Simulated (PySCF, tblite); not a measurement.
**C₈H₈Si: geometry, infrared bands and NMR shifts**

Aim: predict the infrared bands and NMR shifts of C₈H₈Si (`C#C[SiH2]c1ccccc1`).

The runs use tblite 0.8.0 and PySCF 2.14.0, with density-fitted response routines of our own; the level of theory stands in each step. All values are computed, except where a source is named. Atoms are numbered from 0 throughout.

**1. Starting geometry**

17 atoms, charge 0, multiplicity 1; geometry from: force field or distance geometry start.

Bonds of the start (Å): C0–C1 1.23, C1–Si2 1.80, Si2–C3 1.85, C3–C4 1.37, C4–C5 1.40, C5–C6 1.38, C6–C7 1.38, C7–C8 1.39, C8–C3 1.39, C0–H9 1.06, Si2–H10 1.47, Si2–H11 1.47, C4–H12 1.08, C5–H13 1.08, C6–H14 1.08, C7–H15 1.09, C8–H16 1.09.

**2. Geometry optimisation with GFN2-xTB**

The job: settings as JSON, then the geometry in Å.

```
{"job": {"kind": "relax", "xc": "GFN2-xTB", "basis": "xTB"}, "charge": 0, "multiplicity": 1}
C      3.953000     0.255200     0.483800
C      2.929300    -0.343700     0.144200
Si     1.456700    -1.256400    -0.362200
C     -0.065700    -0.295200     0.062700
C     -0.094300     1.068000     0.192300
C     -1.308600     1.677200     0.520000
C     -2.454700     0.949400     0.738300
C     -2.414300    -0.422600     0.631000
C     -1.216100    -1.031400     0.293300
H      4.832100     0.781800     0.763400
H      1.503200    -1.460700    -1.819700
H      1.334000    -2.547000     0.338100
H      0.786100     1.667100     0.029200
H     -1.385300     2.753700     0.624400
H     -3.403800     1.400400     1.005500
H     -3.273800    -1.067600     0.793100
H     -1.184800    -2.116200     0.202000
```

Started as:

```bash
> OMP_NUM_THREADS=1 python probes_run.py task.json out
```

One launch serves the whole session: the jobs run in the order shown.

**Question.** This job is followed by: GFN2-xTB harmonic vibrations, gas phase; GIAO PBE0/pcSseg-1 NMR shielding, non-relativistic, gas phase. What will the session give for the following? strongest single infrared mode (GFN2-xTB); zero-point energy (GFN2-xTB); 13C shifts against TMS (PBE0/pcSseg-1, means over atoms taken as alike); 1H shifts against TMS (PBE0/pcSseg-1, means over atoms taken as alike); 29Si shifts against TMS (PBE0/pcSseg-1); surface potential, 1st and 99th percentile.

The runs gave:

| quantity | value |
| --- | --- |
| strongest single infrared mode (GFN2-xTB) | 2194 cm⁻¹, 417 km/mol |
| zero-point energy (GFN2-xTB) | 76.8 kcal/mol |
| 13C shifts against TMS (PBE0/pcSseg-1, means over atoms taken as alike) | 140.8, 135.8, 135.2, 133.3, 105.1, 86.5 ppm |
| 1H shifts against TMS (PBE0/pcSseg-1, means over atoms taken as alike) | 7.98, 7.70, 7.70, 5.09, 2.05 ppm |
| 29Si shifts against TMS (PBE0/pcSseg-1) | -67.1 ppm |
| surface potential, 1st and 99th percentile | -0.77 V and 1.49 V |

**Reading.** Relaxing lowered the energy by 0.186 eV in 70 steps; the close pair that moved most is C1–Si2, from 1.805 to 1.851 Å. No mode is imaginary among the 45: a minimum at this level. The strongest single mode, at 2194 cm⁻¹, moves mainly H10. GFN2-xTB is a fitted tight-binding method: band positions and strengths are rough. Its intensities can rank the bands wrongly. At PBE0/pcSseg-1: The largest span, 285 ppm, is at C1, where the paramagnetic term is -159 ppm. NICS(1)zz of -29 ppm above the planar ring from C3 marks a diatropic (aromatic) ring current. At PBE0/pcSseg-1, counted by nearest atom on the grid, the HOMO lies on 4 C atoms about 21 % each, the LUMO on C3, C6 about 20 % each; C8 10 %.
